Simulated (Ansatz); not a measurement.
# Cl3HHfSe: the cost of one run

The runs use Ansatz 0.2.0, Gaussian basis; the settings change from run to run.

## 1. The relaxed structure

An earlier PBE0-D4 in a triple-zeta def2 set relaxation fixed the geometry. Hf takes a core potential in def2 sets; no spin-orbit term is included.

SMILES `[Cl][Hf]([Cl])([Cl])[SeH]`, 6 atoms, charge 0, spin multiplicity 1.

Atoms are counted from 1 here; the program's logs count them from 0.

Bond lengths: Cl1–Hf2 2.323 Å, Hf2–Cl3 2.323 Å, Hf2–Cl4 2.316 Å, Hf2–Se5 2.550 Å, Se5–H6 1.475 Å. Angles: Cl1–Hf2–Cl3 108.6°, Cl1–Hf2–Cl4 111.8°, Cl1–Hf2–Se5 109.5°, Cl3–Hf2–Cl4 111.8°, Cl3–Hf2–Se5 109.5°, Cl4–Hf2–Se5 105.6°, Hf2–Se5–H6 87.5°.

As a file:

```
atom     x (Å)     y (Å)     z (Å)
 Cl1  -2.26563  -0.51950  -0.68722
 Hf2   0.03103  -0.39273  -0.36421
 Cl3   0.94004   0.96099  -2.01823
 Cl4   1.01239  -2.49013  -0.33495
 Se5   0.51215   0.62333   1.92508
  H6  -0.22998   1.81804   1.47953
```

## 2. r2SCANh/def2-TZVPP

This run has atoms shaken by 0.15 Å, D3(BJ) with three-body dispersion.

in.yaml

```yaml
crystal:
  periodic: [false, false, false]
  atoms:
    - {symbol: Cl, position_ang: [-2.072404, -0.473037, -0.853519]}
    - {symbol: Hf, position_ang: [-0.030686, -0.177100, -0.297346]}
    - {symbol: Cl, position_ang: [0.857261, 1.075915, -2.163759]}
    - {symbol: Cl, position_ang: [0.731940, -2.613249, -0.179654]}
    - {symbol: Se, position_ang: [0.351046, 0.846706, 1.812894]}
    - {symbol: H, position_ang: [-0.243289, 1.881661, 1.451338]}
basis:
  gaussian: {orbitals: def2-TZVPP}
hamiltonian: {xc: {name: r2SCANh}, dispersion: d3bjatm}
```

On the command line:

```bash
> ansatz run in.yaml --threads 4 --pin off --events-out ev --progress --plain --max-ram 10444MiB
```

Q: Estimate wall time and peak memory on 4 threads of Arm Neoverse V2, shared host.

About 8 s, with a peak of 0.83 GiB.
